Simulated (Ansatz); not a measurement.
# triplet GeSiH6O: levels of theory compared

Wanted: a comparison of 6 runs (UHF/STO-3G, UHF/3-21G, U-revPBE/def2-SVP, U-wB97M-V/def2-SVP, RPA@PBE0/def2-SVP, UCCSD/def2-SVP) of triplet GeSiH6O. 

The results are computed with Ansatz 0.2.0.

75 further runs of the same task are left out: 75 set aside as unsound or not needed.

## 1. The structure to begin with

GeSiH6O has 9 atoms, charge 0, and is taken as a triplet. SMILES of the parent species: `[SiH3][O][GeH3]`. Geometry: relaxed at PBE0-D4/def2-TZVP. That shape belongs to the parent species and isn't relaxed for this state.

Bond lengths: Si1–O2 1.633 Å, O2–Ge3 1.776 Å, Si1–H4 1.490 Å, Si1–H5 1.484 Å, Si1–H6 1.490 Å, Ge3–H7 1.532 Å, Ge3–H8 1.538 Å, Ge3–H9 1.538 Å. Some angles: Si1–O2–Ge3 134.7°, O2–Si1–H4 111.0°, O2–Si1–H5 108.2°, O2–Si1–H6 111.0°, O2–Ge3–H7 105.5°, O2–Ge3–H8 108.4°, O2–Ge3–H9 108.4°, H4–Si1–H5 109.4°, H4–Si1–H6 107.8°, H5–Si1–H6 109.4°.

## 2. A single-point energy at UHF/STO-3G (run 1)

molecule.yaml

```yaml
crystal:
  periodic: [false, false, false]
  atoms:
    - {symbol: Si, position_ang: [-0.686600, 1.033100, -0.921400]}
    - {symbol: O, position_ang: [0.592700, 0.201900, -0.339400]}
    - {symbol: Ge, position_ang: [0.809800, -1.049500, 0.901700]}
    - {symbol: H, position_ang: [-1.697500, 0.113200, -1.514500]}
    - {symbol: H, position_ang: [-0.195800, 1.964800, -1.966700]}
    - {symbol: H, position_ang: [-1.355600, 1.810800, 0.159300]}
    - {symbol: H, position_ang: [2.310800, -1.355600, 0.917000]}
    - {symbol: H, position_ang: [-0.018800, -2.280500, 0.498400]}
    - {symbol: H, position_ang: [0.329300, -0.484400, 2.248700]}
basis:
  gaussian:
    orbitals: STO-3G
magnetization:
  spin_polarized: true
  initial_magnetization: 2
hamiltonian:
  xc: hf
accuracy: high
output: {orbitals: {seedname: orbitals}}
```

The run is started by

```sh
ansatz run molecule.yaml --threads 1 --pin off --max-ram 3480MiB --events-out events.jsonl --progress --plain --runs-dir runs
```

What it wrote:

```text
Warning: RAYON_NUM_THREADS=1 ignored (pool sized by the plan → 1); use --threads N
Functional definition: HF
  name "HF"
  exchange = exact_x
  correlation = 0
656 factors; integrals over basis functions are off by at most 5.2e-9 eV
mean field evaluation 1: about -65697.6092 eV, gradient 1.4e1 eV
mean field evaluation 2: about -65697.7583 eV, gradient 1.4e1 eV
mean field evaluation 4: about -65700.8728 eV, gradient 2.9e0 eV
mean field evaluation 8: about -65701.0771 eV, gradient 4.7e-4 eV
mean field evaluation 16: about -65700.7537 eV, gradient 1.4e0 eV
mean field evaluation 32: about -65700.8132 eV, gradient 6.2e-1 eV
mean field -65701.07507615 eV, -2414.4699752603 hartree, gradient 1.9e-8 eV, S^2 2.003392; 2 other end points of the search recorded, 0 dependent functions left out
reference -65701.07507615 eV, -2414.4699752603 hartree; 31, 29 occupied and 7, 9 virtual orbitals, 656 factors
Total energy: -65701.07507615 eV, -2414.4699752603 hartree
```

Wall time 0.68 s (1 thread of Intel Xeon 6975P-C (Granite Rapids), shared host).

## 3. A single-point energy at UHF/3-21G (run 2)

run.yaml

```yaml
crystal:
  periodic: [false, false, false]
  atoms:
    - symbol: Si
      position_ang: [-0.686600, 1.033100, -0.921400]
    - symbol: O
      position_ang: [0.592700, 0.201900, -0.339400]
    - symbol: Ge
      position_ang: [0.809800, -1.049500, 0.901700]
    - symbol: H
      position_ang: [-1.697500, 0.113200, -1.514500]
    - symbol: H
      position_ang: [-0.195800, 1.964800, -1.966700]
    - symbol: H
      position_ang: [-1.355600, 1.810800, 0.159300]
    - symbol: H
      position_ang: [2.310800, -1.355600, 0.917000]
    - symbol: H
      position_ang: [-0.018800, -2.280500, 0.498400]
    - symbol: H
      position_ang: [0.329300, -0.484400, 2.248700]
basis:
  gaussian:
    orbitals: 3-21G-spherical.json
magnetization:
  spin_polarized: true
  initial_magnetization: 2
hamiltonian:
  xc: hf
accuracy: high
output: {orbitals: {seedname: orbitals}}
```

The basis set 3-21G is read from a file made from the Basis Set Exchange's data (not shown).

The run is started by

```sh
ansatz run run.yaml --threads 1 --pin off --max-ram 3480MiB --events-out events.jsonl --progress --plain --runs-dir runs
```

What it wrote:

```text
Warning: RAYON_NUM_THREADS=1 ignored (pool sized by the plan → 1); use --threads N
[... 4 set-up lines as earlier in the session ...]
1134 factors; integrals over basis functions are off by at most 4.7e-9 eV
mean field evaluation 1: about -66131.6567 eV, gradient 2.1e1 eV
mean field evaluation 2: about -66132.1266 eV, gradient 2.2e1 eV
mean field evaluation 4: about -66135.5903 eV, gradient 5.1e0 eV
mean field evaluation 8: about -66136.4043 eV, gradient 7.6e-1 eV
mean field evaluation 16: about -66136.4248 eV, gradient 1.1e-8 eV
mean field evaluation 32: about -66136.2950 eV, gradient 3.6e-1 eV
mean field evaluation 64: about -66134.0162 eV, gradient 4.8e0 eV
mean field evaluation 96: about -66136.4217 eV, gradient 6.9e-2 eV
mean field -66136.42481683 eV, -2430.4687831397 hartree, gradient 2.6e-8 eV, S^2 2.007719; 3 other end points of the search recorded, 0 dependent functions left out
reference -66136.42481683 eV, -2430.4687831397 hartree; 31, 29 occupied and 25, 27 virtual orbitals, 1134 factors
Total energy: -66136.42481683 eV, -2430.4687831397 hartree
```

Wall time 2.2 s (1 thread of Intel Xeon 6975P-C (Granite Rapids), shared host); peak memory 0.2 GiB.

Run 3 isn't shown in full; the table further down has it.

## 4. A single-point energy at U-wB97M-V/def2-SVP (run 4)

run.yaml

```yaml
crystal:
  periodic: [false, false, false]
  atoms:
    - {symbol: Si, position_ang: [-0.686600, 1.033100, -0.921400]}
    - {symbol: O, position_ang: [0.592700, 0.201900, -0.339400]}
    - {symbol: Ge, position_ang: [0.809800, -1.049500, 0.901700]}
    - {symbol: H, position_ang: [-1.697500, 0.113200, -1.514500]}
    - {symbol: H, position_ang: [-0.195800, 1.964800, -1.966700]}
    - {symbol: H, position_ang: [-1.355600, 1.810800, 0.159300]}
    - {symbol: H, position_ang: [2.310800, -1.355600, 0.917000]}
    - {symbol: H, position_ang: [-0.018800, -2.280500, 0.498400]}
    - {symbol: H, position_ang: [0.329300, -0.484400, 2.248700]}
basis:
  gaussian:
    orbitals: def2-SVP
total_charge: 0
magnetization:
  spin_polarized: true
  initial_magnetization: 2
hamiltonian:
  xc: {name: wB97M-V}
accuracy: high
output:
  orbitals: {seedname: orbitals}
```

The run is started by

```sh
ansatz run run.yaml --threads 1 --pin off --max-ram 3480MiB --events-out events.jsonl --progress --plain --runs-dir runs
```

What it wrote, cut to the lines that bear on the results:

```text
Warning: RAYON_NUM_THREADS=1 ignored (pool sized by the plan → 1); use --threads N
Functional definition: wB97M-V
  name "wB97M-V"
[...]
  gx(w, u) = 1 - cx + cx01*u + cx10*w
  gss(w, u) = css00 + css04*u^4 + css10*w + css20*w^2 + css43*w^4*u^3
  gos(w, u) = cos00 + cos10*w + (cos20 + cos21*u)*w^2 + (cos60 + cos61*u)*w^6
[...]
      + integral(e_c_pw_mod_opposite_spin*gos(b97_w_opposite, b97_u_opposite)) + vv10(b, c)
2026 factors; integrals over basis functions are off by at most 1.0e-8 eV
390 factors; integrals over basis functions are off by at most 2.0e-9 eV
[...]
mean field -66518.51281627 eV, -2444.5102581307 hartree, gradient 9.2e-8 eV, S^2 2.007826; 4 other end points of the search recorded, 0 dependent functions left out
reference -66518.51282097 eV, -2444.5102583033 hartree; 31, 29 occupied and 63, 65 virtual orbitals, 2026 factors
Total energy: -66518.51282097 eV, -2444.5102583033 hartree
```

It took 2 min on 1 thread of Intel Xeon 6975P-C (Granite Rapids), shared host; peak memory 1.2 GiB.

Run 5 isn't shown in full; the table further down has it.

## 5. The energy at UCCSD/def2-SVP (run 6)

Edit run.yaml of step 4 so:

```diff
@@ -13,12 +13,7 @@
 basis:
-  gaussian:
-    orbitals: def2-SVP
+  gaussian: {orbitals: def2-SVP}
 total_charge: 0
-magnetization:
-  spin_polarized: true
-  initial_magnetization: 2
-hamiltonian:
-  xc: {name: wB97M-V}
+magnetization: {spin_polarized: true, initial_magnetization: 2}
+correlation: {method: ccsd, frozen_orbitals: {Ge: 9, H: 0, O: 1, Si: 5}}
 accuracy: high
-output:
-  orbitals: {seedname: orbitals}
+scf: {omitted_lower_state_checks: [cluster_reference, increment]}
```

The run is started by

```sh
ansatz run run.yaml --threads 1 --pin off --max-ram 3480MiB --events-out events.jsonl --progress --plain --runs-dir runs
```

What it wrote:

```text
Warning: RAYON_NUM_THREADS=1 ignored (pool sized by the plan → 1); use --threads N
[... 14 lines left out ...]
15 core orbitals not correlated: weight in the atoms' cores, before any rotation towards them, 1.000 or more for the frozen orbitals, at most 0.000 for the correlated occupied ones
[... 38 lines left out ...]
Total energy: -66465.88073271 eV, -2442.5760647350 hartree
Checks for a lower state left out: cluster_reference, increment
```

Wall time 64 s (1 thread of Intel Xeon 6975P-C (Granite Rapids), shared host); peak memory 1.1 GiB.

## 6. Overview of the runs

| run | level | frozen core orbitals | energy (Eh) | HOMO energy (eV) | ⟨S²⟩ | wall time |
| --- | --- | --- | --- | --- | --- | --- |
| 1 | UHF/STO-3G | – | -2414.469975 | 0.73 | 2.003 | 0.68 s |
| 2 | UHF/3-21G | – | -2430.468783 | -3.45 | 2.008 | 2.2 s |
| 3 | U-revPBE/def2-SVP | – | -2444.470098 | -1.44 | 2.003 | 13 s |
| 4 | U-wB97M-V/def2-SVP | – | -2444.510258 | -3.74 | 2.008 | 2 min |
| 5 | RPA@PBE0/def2-SVP | 15 | -2442.778592 | – | 2.007 | 29 s |
| 6 | UCCSD/def2-SVP | 15 | -2442.576065 | – | 2.012 | 64 s |

## 7. What came out

| quantity | value |
| --- | --- |
| run 6: total energy | -2442.57606 Eh |
| run 6: correlation energy (15 core orbitals frozen) | -547.9 mEh |
| run 6: ⟨S²⟩ of the reference determinant | 2.012 |
| run 6: T1 diagnostic | 0.038 |

In words: Totals of different functionals can't be ranked against each other. In run 1 the basis is minimal, so the values are rough. All runs together took 3.8 min, the longest 2 min.
